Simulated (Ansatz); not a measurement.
This script drives Ansatz 0.2.0 through its Python package.

Script `transition.py`:
```python
"""Enthalpies of two structures of Ge under pressure."""

import csv
import warnings

import ansatz as az
import numpy as np


def hcp(first, a):
    return (
        az.Lattice.from_parameters(a, a, 1.633 * a, alpha=90, beta=90, gamma=120)
        .space_group(194)
        .atom(first, (1 / 3, 2 / 3, 0.25))
    )


def diamond(a_site, a):
    return az.Crystal.diamond(a_site, a=a)


def compute(name, crystal, pressure=0.0):
    calc = (
        crystal.calculation()
        .functional("r2scan")
        .basis(21 * az.Ha)
        .kpoints(spacing=0.27)
        .occupations("fermi_dirac", width=0.05)
    )
    calc = calc.relax(force_tolerance=0.03, cell=True, pressure=pressure)
    return calc.run(threads=1, backend="cpu")


def volume_per_atom(outcome):
    return abs(np.linalg.det(outcome.lattice.cell_ang)) / len(outcome.lattice.sites)


def main() -> None:
    warnings.simplefilter("ignore", az.DeckWarning)

    phases = {}
    phases["hcp"] = hcp("Ge", 2.91)
    phases["diamond"] = diamond("Ge", 5.66)

    # enthalpy per atom at each pressure
    pressures = [0, 5, 10, 20]
    enthalpy, volume = {name: [] for name in phases}, {name: [] for name in phases}
    for p in pressures:
        for name, crystal in phases.items():
            o = compute(name, crystal, pressure=p)
            volume[name].append(volume_per_atom(o))
            enthalpy[name].append(o.report["energy_sigma0_ev"] / len(o.lattice.sites) + p * volume[name][-1] / 160.21766)
    gap = np.array(enthalpy["diamond"]) - np.array(enthalpy["hcp"])
    rows = [(p, va, vb, 1000 * d) for p, va, vb, d in zip(pressures, volume["hcp"], volume["diamond"], gap)]
    with open("transition.csv", "w", newline="") as handle:
        writer = csv.writer(handle)
        writer.writerow(["P (GPa)", "V hcp (A^3/atom)", "V diamond (A^3/atom)", "H(diamond) - H(hcp) (meV/atom)"])
        writer.writerows([round(v, 4) if isinstance(v, float) else v for v in row] for row in rows)
    print(open("transition.csv").read())
    crossings = [p0 - g0 * (p1 - p0) / (g1 - g0) for p0, p1, g0, g1 in zip(pressures, pressures[1:], gap, gap[1:]) if g0 * g1 < 0]
    print("crossing near", [round(float(p), 1) for p in crossings], "GPa") if crossings else print("no crossing in this range")


if __name__ == "__main__":
    main()
```

It is started by `python transition.py`. How long does it take on 1 thread of Intel(R) Xeon(R) Platinum 8259CL CPU @ 2.50GHz (Skylake/Cascade Lake), with other jobs on the host, and how much memory does it need?

It took about 3.3 min, with a peak of 0.6 GiB, for 8 runs of the engine.

```console
$ python transition.py
P (GPa),V hcp (A^3/atom),V diamond (A^3/atom),H(diamond) - H(hcp) (meV/atom)
0,18.7881,22.8294,-573.7345
5,17.6078,21.4833,-450.6108
10,16.6522,20.4906,-329.2251
20,15.4467,19.0241,-97.916

no crossing in this range
```

Reading the output:
- Absolute energies stand on the zero of these potentials, so only differences at equal settings mean something.
- At a fixed pressure a relaxation lowers the enthalpy F + PV, while F alone can rise.
- For the metals among these phases the mesh is modest: differences between phases can be off by up to 40 meV an atom.
- Only these two structures are compared, at zero temperature and with their symmetry kept; either may be hypothetical, and another phase may be lower than both. Differences under about 40 meV an atom lie within the error of mesh and functional.
- The cells are prototypes set up for this calculation and needn't exist.
